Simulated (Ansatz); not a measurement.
# AlGaHO: the cost of one run

Computed with Ansatz 0.2.0, Gaussian basis. Level: cc-pVTZ, core rule «outside noble gas», up to 20 orbitals frozen.

To be run: UHF; CCSD(T) on ROHF; CCSD(T) on UHF; BCCD(T) on ROHF; CCSDT(Q) on ROHF; CCSDT(Q) on UHF.

6 further runs of the same task are left out: 1 for a known fault of the program, 5 set aside as unsound or not needed. Runs told in other sessions of the task aren't counted.

## Step 1: The system

The geometry is a PBE0/def2-TZVP stationary point (not a proven minimum) of the parent state, kept for this charge and spin. No spin-orbit coupling is included. The filled d shell of Ga may be among the frozen orbitals whatever the setting's name suggests.

4 atoms, charge 0, spin multiplicity 6.

Atoms are counted from 1 here; the program's logs count them from 0.

Bond lengths: Al1–Ga2 2.392 Å, Al1–H4 1.590 Å, Ga2–O3 1.833 Å. Angles: Ga2–Al1–H4 122.6°, Al1–Ga2–O3 162.4°.

Coordinates:

```xyz
4

Al    0.0000   -0.2051    2.0325
Ga    0.0000    0.1118   -0.3388
O     0.0000   -0.2049   -2.1441
H     0.0000    1.0082    3.0599
```

## Step 2: UHF

in.yaml reads:

```yaml
crystal:
  periodic: [false, false, false]
  atoms:
    - {symbol: Al, position_ang: [0.000000, -0.205088, 2.032524]}
    - {symbol: Ga, position_ang: [0.000000, 0.111802, -0.338783]}
    - {symbol: O, position_ang: [0.000000, -0.204871, -2.144071]}
    - {symbol: H, position_ang: [0.000000, 1.008195, 3.059873]}
basis:
  gaussian: {orbitals: cc-pVTZ}
magnetization: {spin_polarized: true, initial_magnetization: 5}
hamiltonian: {xc: hf}
output: {orbitals: {seedname: orbitals}}
```

The run is started by

```sh
$ ansatz run in.yaml --threads 1 --pin off --events-out ev --progress --plain --max-ram 4096MiB --backend cpu
```

**Question.** How long does this run take on 1 thread of AMD EPYC 7R13, shared host, and how much memory does it need?

About 26 s, with a peak of 0.46 GiB.
